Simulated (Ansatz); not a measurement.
# Cd5B3ClO9: the cost of one run

Computed with Ansatz 0.2.0 (DFT, PBE, plane-wave PAW, default files, scalar-relativistic, as far as a step names no other, unless a step's input says otherwise).

## Step 1: Starting point

Symmetry: Cm, No. 8, monoclinic system. Conventional cell: a = 8.172 Å, b = 16.061 Å, c = 3.474 Å, α = 90.00°, β = 99.29°, γ = 90.00°. Cd (site symmetry 1) has 5 O at 2.17 to 2.36 Å and 1 Cl at 2.58 Å as nearest neighbours. Cd (site symmetry 1) is surrounded by 5 O at 2.28 to 2.44 Å. Cd (site symmetry m) is surrounded by 4 O at 2.17 to 2.38 Å and 2 Cl at 2.55 to 2.63 Å. Around B (site symmetry m) lie 3 O at 1.37 to 1.39 Å. Around B (site symmetry 1) lie 3 O at 1.37 to 1.41 Å. Cl (site symmetry m) is surrounded by 4 Cd at 2.55 to 2.63 Å. Around O (site symmetry 1) lie 1 B at 1.37 Å. O (site symmetry m) is surrounded by 1 B at 1.39 Å. Only part of the 11 independent sites is listed.

Structure file:

```
CELL_PARAMETERS angstrom
4.08600 -8.03050 0.00000
4.08600 8.03050 0.00000
-0.56107 0.00000 3.42849
ATOMIC_POSITIONS crystal
Cd 0.98952 0.73328 0.56920
Cd 0.73328 0.98952 0.56920
Cd 0.31109 0.66231 0.91154
Cd 0.66231 0.31109 0.91154
Cd 0.28934 0.28934 0.31388
B 0.62250 0.62250 0.97800
B 0.96990 0.36750 0.33780
B 0.36750 0.96990 0.33780
Cl 0.05120 0.05120 0.70820
O 0.77650 0.62530 0.02070
O 0.62530 0.77650 0.02070
O 0.45100 0.45100 0.87580
O 0.16150 0.45670 0.34940
O 0.45670 0.16150 0.34940
O 0.19590 0.83670 0.12580
O 0.83670 0.19590 0.12580
O 0.90940 0.45280 0.54480
O 0.45280 0.90940 0.54480
```

## Step 2: First run, atoms as given

input.yaml

```yaml
crystal:
  lattice:
    - [4.086, -8.0305, 0.0]
    - [4.086, 8.0305, 0.0]
    - [-0.5610688069, 0.0, 3.4284942182]
  atoms:
    - { symbol: Cd, position: [0.98952, 0.73328, 0.5692] }
    - { symbol: Cd, position: [0.73328, 0.98952, 0.5692] }
    - { symbol: Cd, position: [0.31109, 0.66231, 0.91154] }
    - { symbol: Cd, position: [0.66231, 0.31109, 0.91154] }
    - { symbol: Cd, position: [0.28934, 0.28934, 0.31388] }
    - { symbol: B, position: [0.6225, 0.6225, 0.978] }
    - { symbol: B, position: [0.9699, 0.3675, 0.3378] }
    - { symbol: B, position: [0.3675, 0.9699, 0.3378] }
    - { symbol: Cl, position: [0.0512, 0.0512, 0.7082] }
    - { symbol: O, position: [0.7765, 0.6253, 0.0207] }
    - { symbol: O, position: [0.6253, 0.7765, 0.0207] }
    - { symbol: O, position: [0.451, 0.451, 0.8758] }
    - { symbol: O, position: [0.1615, 0.4567, 0.3494] }
    - { symbol: O, position: [0.4567, 0.1615, 0.3494] }
    - { symbol: O, position: [0.1959, 0.8367, 0.1258] }
    - { symbol: O, position: [0.8367, 0.1959, 0.1258] }
    - { symbol: O, position: [0.9094, 0.4528, 0.5448] }
    - { symbol: O, position: [0.4528, 0.9094, 0.5448] }
kpoints:
  mp_grid: { grid: [4, 4, 7] }
scf:
  occupations: { method: fermi_dirac, width: 0.02 }
hamiltonian:
  xc: pbe
  pseudopotentials: { kind: paw }
output:
  forces: true
  stress: true
  populations: true
  efg:
    quadrupole_moments_barn: { B: 0.04059, Cl: -0.08112, O: -0.02558 }
    contact_densities: true
```

Command:

```console
$ ansatz run input.yaml --threads 1 --pin off --max-ram 3072MiB --backend cpu --events-out ev --progress --plain --runs-dir out
```

**Question.** How long does this run take on 1 thread of Intel Xeon Platinum 8375C at 2.90GHz (Ice Lake), shared host, and how much memory does it need?

About 2 min, with a peak of 0.91 GiB.
